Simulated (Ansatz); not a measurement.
# Si2P3: the cost of one run

Method: DFT PBE, scalar-relativistic, plane waves, PAW, in Ansatz 0.2.0.

### 1 Starting point

The structure is hexagonal, space group P-6m2 (No. 187). The conventional cell has a = 4.252 Å, b = 4.252 Å, c = 5.274 Å, α = 90.00°, β = 90.00°, γ = 120.00°. Around Si (site symmetry -6m2) lie 8 P at 2.64 to 2.77 Å. Si (site symmetry -6m2) is surrounded by 9 P at 2.45 to 2.81 Å. P (site symmetry 3m) has 5 P at 2.56 to 2.81 Å and 6 Si at 2.77 to 2.81 Å as nearest neighbours. P (site symmetry -6m2) is surrounded by 5 Si at 2.45 to 2.64 Å and 6 P at 2.81 Å.

Structure file:

```cif
data_structure
_symmetry_space_group_name_H-M 'P 1'
_symmetry_Int_Tables_number 1
_cell_length_a 4.2520
_cell_length_b 4.2520
_cell_length_c 5.2739
_cell_angle_alpha 90.000
_cell_angle_beta 90.000
_cell_angle_gamma 120.000
_cell_volume 82.57
loop_
_atom_site_label
_atom_site_type_symbol
_atom_site_fract_x
_atom_site_fract_y
_atom_site_fract_z
_atom_site_occupancy
Si1 Si 0.00000 0.00000 0.00000 1
Si2 Si 0.33333 0.66667 0.50000 1
P1 P 0.66667 0.33333 0.24227 1
P2 P 0.66667 0.33333 0.75773 1
P3 P 0.00000 0.00000 0.50000 1
```

Recipe of the guess: species swapped into a database cell of Co3Ge2 (P-6m2, No. 187), with P on the Co sites and Si on the Ge sites. Its size is a rough estimate.

### 2 A first look at the guess

input.yaml reads:

```yaml
crystal:
  lattice:
    - [4.25195481, 0.0, 0.0]
    - [-2.12597741, 3.68230089, 0.0]
    - [0.0, 0.0, 5.27388738]
  atoms:
    - { symbol: Si, position: [0.0, 0.0, 0.0] }
    - { symbol: Si, position: [0.33333333, 0.66666667, 0.5] }
    - { symbol: P, position: [0.66666667, 0.33333333, 0.24226978] }
    - { symbol: P, position: [0.66666667, 0.33333333, 0.75773022] }
    - { symbol: P, position: [0.0, 0.0, 0.5] }
basis:
  ecutwfc: 420
kpoints:
  mp_grid: { grid: [6, 6, 4] }
hamiltonian:
  xc: pbe
scf:
  occupations: { method: gaussian, width: 0.1 }
  lower_state_search: "off"
output:
  forces: true
  stress: true
  eigenvalues: true
```

Command:

```console
ansatz run input.yaml --threads 1 --pin off --max-ram 2560MiB --backend cpu --events-out ev --progress --plain --runs-dir out
```

**Question.** How long does this run take on 1 thread of Arm Neoverse V2, shared host, and how much memory does it need?

About 2.7 s, with a peak of 0.28 GiB.
